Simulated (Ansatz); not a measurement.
**InPt3: stress in a strained cell**

InPt3 is deformed so: zz strain of -2 %. What stress and forces result, by LAPW, PAW and all-electron datasets made for the crystal?

Computed with Ansatz 0.2.0 (DFT PBEsol, scalar-relativistic, unless a step's input says otherwise).

## 1. The system as given

Symmetry: Pm-3m, No. 221, cubic system. The conventional cell has a = 3.988 Å, b = 3.988 Å, c = 3.988 Å, α = 90.00°, β = 90.00°, γ = 90.00°. In (site symmetry m-3m) is surrounded by 12 Pt at 2.82 Å. Pt (site symmetry 4/mmm) has 4 In at 2.82 Å and 8 Pt at 2.82 Å as nearest neighbours.

As a file:

```
In Pt
1.0
     3.98800    0.00000    0.00000
     0.00000    3.98800    0.00000
     0.00000    0.00000    3.98800
In Pt
1 3
Direct
  0.00000 0.00000 0.00000
  0.50000 0.50000 0.00000
  0.00000 0.50000 0.50000
  0.50000 0.00000 0.50000
```

Atoms are numbered in the order of the input: In1, Pt2, Pt3, Pt4.

## 2. The deformed structure

Space group Pm-3m before, P4/mmm after.

## 3. Full-potential LAPW

Input file input.yaml:

```yaml
crystal:
  lattice:
    - [3.988, 0.0, 0.0]
    - [0.0, 3.988, 0.0]
    - [0.0, 0.0, 3.90824]
  atoms:
    - { symbol: In, position: [0.0, 0.0, 0.0] }
    - { symbol: Pt, position: [0.5, 0.5, 0.0] }
    - { symbol: Pt, position: [0.0, 0.5, 0.5] }
    - { symbol: Pt, position: [0.5, 0.0, 0.5] }
kpoints:
  mp_grid: { grid: [10, 10, 10] }
  band_path:
    path:
      - [0.0, 0.0, 0.0]
      - [0.0, 0.5, 0.0]
      - [0.5, 0.5, 0.0]
      - [0.0, 0.0, 0.0]
      - [0.0, 0.0, 0.5]
      - [0.0, 0.5, 0.5]
      - [0.5, 0.5, 0.5]
      - [0.0, 0.0, 0.5]
      - [0.0, 0.5, 0.0]
    npoints: 5
scf:
  occupations: { method: fermi_dirac, width: 0.05 }
hamiltonian:
  xc: pbesol
  pseudopotentials: { kind: all_electron, lapw: { basis_error: 0.0005 } }
output:
  forces: true
  stress: true
  eigenvalues: true
```

The run is started by

```sh
> ansatz run input.yaml --threads 1 --pin off --max-ram 4096MiB --backend cpu --events-out ev --progress --plain --runs-dir out
```

## 4. PAW with frozen cores

Input file input.yaml:

```yaml
crystal:
  lattice:
    - [3.988, 0.0, 0.0]
    - [0.0, 3.988, 0.0]
    - [0.0, 0.0, 3.90824]
  atoms:
    - { symbol: In, position: [0.0, 0.0, 0.0] }
    - { symbol: Pt, position: [0.5, 0.5, 0.0] }
    - { symbol: Pt, position: [0.0, 0.5, 0.5] }
    - { symbol: Pt, position: [0.5, 0.0, 0.5] }
kpoints:
  mp_grid: { grid: [10, 10, 10] }
scf:
  occupations: { method: fermi_dirac, width: 0.05 }
hamiltonian:
  xc: pbesol
  pseudopotentials: { kind: paw }
output:
  forces: true
  stress: true
  eigenvalues: true
  efg: { contact_densities: true }
```

## 5. Datasets made for this crystal

input.yaml, as its differences from that of step 4:

```diff
@@ -16,3 +16,3 @@
   xc: pbesol
-  pseudopotentials: { kind: paw }
+  pseudopotentials: { kind: all_electron, datasets: crystal }
 output:
```

(Steps that only read results are left out.)

Q: Predict the outcome of this session. Wanted: pressure; largest shear or deviatoric stress.

The runs gave:

| quantity | value |
| --- | --- |
| pressure | LAPW 5.85, PAW 5.86, crystal datasets 5.86 GPa |
| largest shear or deviatoric stress (LAPW) | 1.64 GPa |

**Reading.** The largest part of the stress beyond the pressure is 1.64 GPa in size, in the zz component; the atoms are carried along and not relaxed. No run of the undeformed cell stands beside it, so the pressure holds what the given cell had before the change. PAW: stress within 0.01 GPa of LAPW. Crystal datasets: stress within 0.01 GPa of LAPW. Spin-orbit coupling is left out, though the cell holds Pt; in elements this heavy it can shift bands and gaps by tenths of an eV.
